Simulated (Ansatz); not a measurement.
Task: a single point from a YAML input of CrRu, space group P-6m2, with the Python package of Ansatz (0.2.0). Give the script and its output. Settings: r2SCAN, PAW, cutoff 600 eV, 10×10×5 k-points, Fermi-Dirac smearing of 0.15 eV, collinear spin.

```cif
data_structure
_symmetry_space_group_name_H-M 'P 1'
_symmetry_Int_Tables_number 1
_cell_length_a 2.6637
_cell_length_b 2.6637
_cell_length_c 4.2180
_cell_angle_alpha 90.000
_cell_angle_beta 90.000
_cell_angle_gamma 120.000
_cell_volume 25.92
loop_
_atom_site_label
_atom_site_type_symbol
_atom_site_fract_x
_atom_site_fract_y
_atom_site_fract_z
_atom_site_occupancy
Cr1 Cr 0.66667 0.33333 0.00000 1
Ru1 Ru 0.33333 0.66667 0.50000 1
```

`yaml_run.py`:
```python
# -*- coding: utf-8 -*-
"""Run a YAML input for CrRu from Python."""

import json
import logging
import sys

import ansatz as az
import numpy as np

logging.basicConfig(stream=sys.stdout, format="%(name)s: %(message)s")
log = logging.getLogger("calc")
log.setLevel(logging.INFO)

INPUT = """
crystal:
  lattice:
    - [2.663748, 0.0, 0.0]
    - [-1.331874, 2.306873, 0.0]
    - [0.0, 0.0, 4.218014]
  atoms:
    - { symbol: Cr, position: [0.666667, 0.333333, 0.0], spin: 2.1 }
    - { symbol: Ru, position: [0.333333, 0.666667, 0.5] }
magnetization:
  spin_polarized: true
kpoints:
  mp_grid: { kspacing: 0.3 }
hamiltonian:
  xc: r2scan
scf:
  occupations: { method: fermi_dirac, width: 0.15 }
basis:
  ecutwfc: "600 eV"
output:
  stress: true
  eigenvalues: true
"""

planned = az.Session.from_yaml(INPUT).plan(threads=1, pin="off")
outcome = planned.execute()
report = outcome.report

log.info(f"free energy      {report['free_energy_ev']:.5f} eV")
log.info(f"per atom         {report['free_energy_ev'] / len(outcome.lattice.sites):.5f} eV")
log.info(f"SCF iterations   {report['n_iterations']}  (converged: {report['converged']})")

edges = report.get("band_edges_ev")
if edges:
    log.info(f"band edges on the mesh: {edges[0]:.3f} and {edges[1]:.3f} eV, gap {edges[1] - edges[0]:.3f} eV")
else:
    print("no band edges reported (a metal, or a gap too narrow for this smearing); Fermi level", round(report["fermi_energy_ev"], 3), "eV")

# the stress is positive in compression
stress = np.array(report["stress_gpa"])
log.info(f"pressure {np.trace(stress) / 3:.3f} GPa")
log.info("stress tensor, GPa, positive in compression")
print(np.round(stress, 3) + 0.0)

print("site moments (muB):", [round(m, 2) for m in report["site_moments_mub"]])
print("electrons up, down:", [round(n, 3) for n in report["spin_occupation_sums"]])

used = report["setup"]
print("cutoffs (eV):", used["ecut_ev"], used["ecutrho_ev"], " FFT grid:", used["fft_dense"])
log.info("cell volume {:.3f} A^3, {} symmetry operations".format(used["cell_volume_ang3"], used["n_sym_ops"]))

keep = ["free_energy_ev", "energy_sigma0_ev", "fermi_energy_ev", "n_iterations", "converged", "magnetization_mub", "n_kpoints"]
with open("crru.json", "w") as handle:
    json.dump({key: report[key] for key in keep}, handle, indent=1)
```

```console
$ python yaml_run.py
DeckWarning: the atoms were moved onto the symmetric positions of the space group found under crystal.symmetry.tolerance 1.0e-5 (fractional; no operation is sought that the atoms, as they stand in a [...]
calc: free energy      -9272.92812 eV
calc: per atom         -4636.46406 eV
calc: SCF iterations   16  (converged: True)
no band edges reported (a metal, or a gap too narrow for this smearing); Fermi level 20.902 eV
calc: pressure 4.614 GPa
calc: stress tensor, GPa, positive in compression
[[ 9.804  0.     0.   ]
 [ 0.     9.804  0.   ]
 [ 0.     0.    -5.765]]
site moments (muB): [2.02, -0.46]
electrons up, down: [15.862, 14.138]
cutoffs (eV): 600.0 2400.0  FFT grid: [24, 24, 36]
calc: cell volume 25.919 A^3, 12 symmetry operations
```
(Warnings from the package without file and line, shortened.)

File `crru.json` afterwards:
```json
{
 "free_energy_ev": -9272.92811619538,
 "energy_sigma0_ev": -9272.848993260188,
 "fermi_energy_ev": 20.901815666339758,
 "n_iterations": 16,
 "converged": true,
 "magnetization_mub": 1.7234601831539393,
 "n_kpoints": 42
}
```

Reading the output:
- Absolute energies stand on the zero of these potentials, so only differences at equal settings mean something.
- Other magnetic orders than the one started from may lie lower.
- For a metal this k-point mesh is coarse: on a finer one energies can move by several to tens of meV an atom and pressures by half a GPa or more, differences at one mesh by less.
- Only differences from the Fermi energy are physical; the zero of the scale is a convention.
- r2SCAN tends to overestimate the moments of itinerant magnets.
- The structure comes from a database of computed cells and needn't be a stable or known phase.
- Gaps and levels are Kohn-Sham values on a finite set of k-points, without spin-orbit coupling.
- The whole script took 49 s on 1 thread of Arm Neoverse V1, on a shared host, peak memory 0.61 GiB.

(A comment or docstring line of the script was reworded after the run, the code is as it ran; lines on the test bed's own set-up are left out of the output.)
